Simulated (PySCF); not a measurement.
# GeH2BrCl (SMILES [Cl][GeH2][Br]): HF/STO-3G

Aim: a structure relaxation of GeH2BrCl. The job is set up through a Python script.

Program for the calculation: PySCF 2.14.0.

## Step 1: Starting point

The species is GeH2BrCl (5 atoms), meant as a singlet with charge 0. As SMILES, `[Cl][GeH2][Br]`. Geometry: relaxed at PBE0-D4/def2-TZVP. The run starts from this shape.

Bond lengths: Cl1–Ge2 2.141 Å, Ge2–Br3 2.293 Å, Ge2–H4 1.529 Å, Ge2–H5 1.529 Å. Angles: Cl1–Ge2–Br3 108.7°, Cl1–Ge2–H4 108.0°, Cl1–Ge2–H5 108.0°, Br3–Ge2–H4 108.3°, Br3–Ge2–H5 108.3°, H4–Ge2–H5 115.4°.

## Step 2: A structure relaxation at HF/STO-3G

calc.py reads:

```python
from pyscf import gto
from pyscf.geomopt.geometric_solver import kernel as optimise

molecule = gto.Mole()
molecule.atom = [
    ('Cl', (-1.724600, 0.413900, 1.007300)),
    ('Ge', (0.005200, 0.029700, -0.194800)),
    ('Br', (1.631600, -0.892800, 1.133200)),
    ('H', (-0.380900, -0.993400, -1.263200)),
    ('H', (0.518600, 1.369000, -0.723800)),
]
molecule.spin = 0
molecule.charge = 0
molecule.verbose = 3
molecule.max_memory = 1860
molecule.basis = 'sto-3g'
molecule.build()

mf = molecule.RHF()
mf.conv_tol = 1e-10
converged, mol_eq = optimise(mf, maxsteps=60, convergence_set='GAU_TIGHT')
print('converged:', converged)
print(mol_eq.tostring())

mf.reset(mol_eq)
molecule = mol_eq
mf.kernel()
if not mf.converged:
    mf = mf.newton().run(mf.mo_coeff, mf.mo_occ)
etot = mf.e_tot
print('E = %.10f Eh' % etot)
```

Launch:

```sh
OMP_NUM_THREADS=1 python calc.py
```

Log:

```text
convergence_set           GAU_TIGHT
[... 27 lines left out ...]
> Will converge when all 5 criteria are reached:
[... 18 lines left out ...]
converged SCF energy = -5052.27736841551
[... 20 lines left out ...]
converged SCF energy = -5052.28356976101
[... 41 lines left out ...]
converged SCF energy = -5052.28424148797
[... 41 lines left out ...]
converged SCF energy = -5052.28424162376
[... 32 lines left out ...]
Converged! =D
[... 1 line left out ...]
converged: True
Cl         -1.72153000        0.41707327        0.98821053
Ge          0.02673647        0.02352414       -0.20370953
Br          1.62324639       -0.88534718        1.11450316
H          -0.35855131       -0.91555299       -1.22155842
H           0.47999844        1.28670276       -0.71874573
converged SCF energy = -5052.28424162398
E = -5052.2842416240 Eh
```

Wall time 16 s (1 thread of Arm Neoverse V1, shared host); peak memory 0.14 GiB.

The path in brief:

| step | energy from the first frame kept (eV) | largest force (eV/Å) |
| --- | --- | --- |
| 0 | 0.0000 | 1.7953 |
| 1 | -0.1687 | 0.6193 |
| 2 | -0.1867 | 0.0791 |
| 3 | -0.1870 | 0.0112 |
| 4 | -0.1870 | 0.0033 |
| 5 | -0.1870 | 0.0002 |
| 6 | -0.1870 | 0.0000 |

After the run. Bond lengths: Cl1–Ge2 2.152 Å, Ge2–Br3 2.261 Å, Ge2–H4 1.437 Å, Ge2–H5 1.437 Å. Angles: Cl1–Ge2–Br3 108.9°, Cl1–Ge2–H4 107.1°, Cl1–Ge2–H5 107.1°, Br3–Ge2–H4 109.8°, Br3–Ge2–H5 109.8°, H4–Ge2–H5 113.9°.

## Step 3: Summary of results

At HF/STO-3G:

```
               quantity           value
total energy at the end  -5052.28424 Eh
          dipole moment          2.85 D
            HOMO energy        -9.13 eV
            LUMO energy         7.59 eV
          HOMO–LUMO gap        16.73 eV
```

At the final geometry: Bond lengths: Cl1–Ge2 2.152 Å, Ge2–Br3 2.261 Å, Ge2–H4 1.437 Å, Ge2–H5 1.437 Å. Angles: Cl1–Ge2–Br3 108.9°, Cl1–Ge2–H4 107.1°, Cl1–Ge2–H5 107.1°, Br3–Ge2–H4 109.8°, Br3–Ge2–H5 109.8°, H4–Ge2–H5 113.9°. The optimisation took 6 steps and changed the energy by -0.187 eV.
